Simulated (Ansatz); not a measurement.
Write a Python script for the Ansatz DFT code, driven from Python that makes a rigid scan of one bond length of CH₄BClSi, SMILES ClC1B[SiH2]1. Use (for the species named): MP2, def2-SVP basis, multiplicity 1.

```xyz
8

Cl   -2.0383    0.7517   -0.4745
C    -0.3288    0.5751   -0.5853
B     0.3365    0.6844    0.8119
Si    0.2651   -1.0686   -0.1993
H     0.2174    1.0793   -1.4266
H     0.7188    1.3247    1.7626
H     1.5846   -1.4902   -0.5427
H    -0.6632   -1.9137    0.5980
```

`ch4bclsi_scan.py`:
```python
"""Stretching a bond of CH4BClSi, the rest held rigid."""

import ansatz as az
import numpy as np

BASIS = "def2-SVP"
LEVEL = "MP2"

geometry_ang = [
    ("Cl", (-2.0383, 0.7517, -0.4745)),
    ("C", (-0.3288, 0.5751, -0.5853)),
    ("B", (0.3365, 0.6844, 0.8119)),
    ("Si", (0.2651, -1.0686, -0.1993)),
    ("H", (0.2174, 1.0793, -1.4266)),
    ("H", (0.7188, 1.3247, 1.7626)),
    ("H", (1.5846, -1.4902, -0.5427)),
    ("H", (-0.6632, -1.9137, 0.598)),
]
geometry = az.Crystal.molecule()
for symbol, xyz in geometry_ang:
    geometry = geometry.atom(symbol, xyz)

symbols = [site.symbol for site in geometry.cartesian_sites]
start = np.array([site.position_ang for site in geometry.cartesian_sites])
axis = (start[5] - start[2]) / np.linalg.norm(start[5] - start[2])
moving = [5]
lengths, energies = [1.03, 1.11, 1.21, 1.33, 1.51, 1.81, 2.17, 2.66], []
for length in lengths:
    xyz = start.copy()
    xyz[moving] += (length - np.linalg.norm(start[5] - start[2])) * axis
    point = az.Crystal.molecule()
    for symbol, place in zip(symbols, xyz):
        point = point.atom(symbol, place.tolist())
    model = point.calculation()
    model = model.basis(gaussian=BASIS).correlation(LEVEL)
    summary = model.run().report
    energies.append(summary["free_energy_ev"])
    print(f"r = {length:6.3f} A  E = {energies[-1]:.5f} eV  <S^2> = {abs(summary['mean_field']['state']['spin_squared']):.3f}")

print("energy above the lowest point (eV):", [round(e - min(energies), 3) for e in energies])
```

```console
$ python ch4bclsi_scan.py
r =  1.030 A  E = -22131.84616 eV  <S^2> = 0.000
r =  1.110 A  E = -22132.19770 eV  <S^2> = 0.000
r =  1.210 A  E = -22132.29513 eV  <S^2> = 0.000
r =  1.330 A  E = -22132.09826 eV  <S^2> = 0.000
r =  1.510 A  E = -22131.47521 eV  <S^2> = 0.000
r =  1.810 A  E = -22130.19786 eV  <S^2> = 0.000
r =  2.170 A  E = -22128.83148 eV  <S^2> = 0.000
r =  2.660 A  E = -22127.54077 eV  <S^2> = 0.000
energy above the lowest point (eV): [0.449, 0.097, 0.0, 0.197, 0.82, 2.097, 3.464, 4.754]
```

What to keep in mind:
- Total energies depend on the basis set; only differences at equal settings carry meaning.
- The rest of the molecule is held rigid at a force-field or estimated start geometry, and the basis set is modest; single-reference methods fail as a bond breaks.
- The orbitals are restricted, so S² is zero by construction.
- Toward dissociation an unrestricted state can lie under the restricted one, by tenths of an eV for polar bonds under a functional and by 1 to 2 eV or more for others.
- S² is that of the Hartree-Fock reference.
- Timing: 10 s on 1 thread of Arm Neoverse V1, with other jobs on the host, peak memory 0.24 GiB.
